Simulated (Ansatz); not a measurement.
# ClFHIOTi: basis-set convergence

Aim: see how fast density functionals converge with the basis set for ClFHIOTi.

Computed with Ansatz 0.2.0, Gaussian basis. Level: one geometry, several basis sets.

Plan: PBE0-D4/def2-SVP; ωB97M-V/def2-SVP; PBE0-D4/def2-QZVPP; ωB97M-V/def2-QZVPP; the functionals' def2-TZVPP values are taken from earlier runs.

**1. The relaxed structure**

All runs share one geometry, relaxed beforehand with PBE0-D4 in a triple-zeta def2 set. I takes the def2 core potential; no spin-orbit term is included.

SMILES `[OH][Ti]([F])([Cl])[I]`, 6 atoms, charge 0, spin multiplicity 1.

Atoms are counted from 1 here; the program's logs count them from 0.

Bond lengths: O1–Ti2 1.752 Å, O1–H6 0.959 Å, Ti2–F3 1.741 Å, Ti2–Cl4 2.182 Å, Ti2–I5 2.559 Å. Angles: Ti2–O1–H6 140.4°, O1–Ti2–F3 109.1°, O1–Ti2–Cl4 109.6°, O1–Ti2–I5 108.6°, F3–Ti2–Cl4 111.0°, F3–Ti2–I5 110.2°, Cl4–Ti2–I5 108.4°.

Geometry (Å):

```
O     0.15389    0.01554    1.39838
Ti    0.19729   -0.16064   -0.34436
F     1.76040   -0.76435   -0.81671
Cl   -1.38931   -1.51607   -0.98232
I    -0.22151    2.13030   -1.40524
H    -0.45856    0.23132    2.10395
```

**2. PBE0-D4 in def2-SVP**

Contents of in.yaml:

```yaml
crystal:
  periodic: [false, false, false]
  atoms:
    - {symbol: O, position_ang: [0.153893, 0.015542, 1.398376]}
    - {symbol: Ti, position_ang: [0.197288, -0.160635, -0.344360]}
    - {symbol: F, position_ang: [1.760398, -0.764352, -0.816712]}
    - {symbol: Cl, position_ang: [-1.389310, -1.516073, -0.982322]}
    - {symbol: I, position_ang: [-0.221505, 2.130300, -1.405236]}
    - {symbol: H, position_ang: [-0.458564, 0.231319, 2.103953]}
basis:
  gaussian: {orbitals: def2-SVP}
hamiltonian: {xc: pbe0, dispersion: d4}
output: {orbitals: {seedname: orbitals}}
```

Run with:

```console
ansatz run in.yaml --threads 4 --pin off --events-out ev --progress --plain --max-ram 10444MiB
```

The runs that follow: ωB97M-V in def2-SVP; PBE0-D4 in def2-QZVPP; ωB97M-V in def2-QZVPP.

**Question.** What will the summary of the whole plan be? Wanted: PBE0-D4: double and triple zeta above quadruple; ωB97M-V: double and triple zeta above quadruple.

As calculated:

| quantity | value |
| --- | --- |
| PBE0-D4: double and triple zeta above quadruple | 14.77, 1.09 eV |
| ωB97M-V: double and triple zeta above quadruple | 14.79, 1.03 eV |

In words: For PBE0-D4 the step from double to triple zeta gains 13.68 eV and the next only 1.09 eV. These are total energies; as a rule much of such shifts cancels in differences, which this series doesn't test.
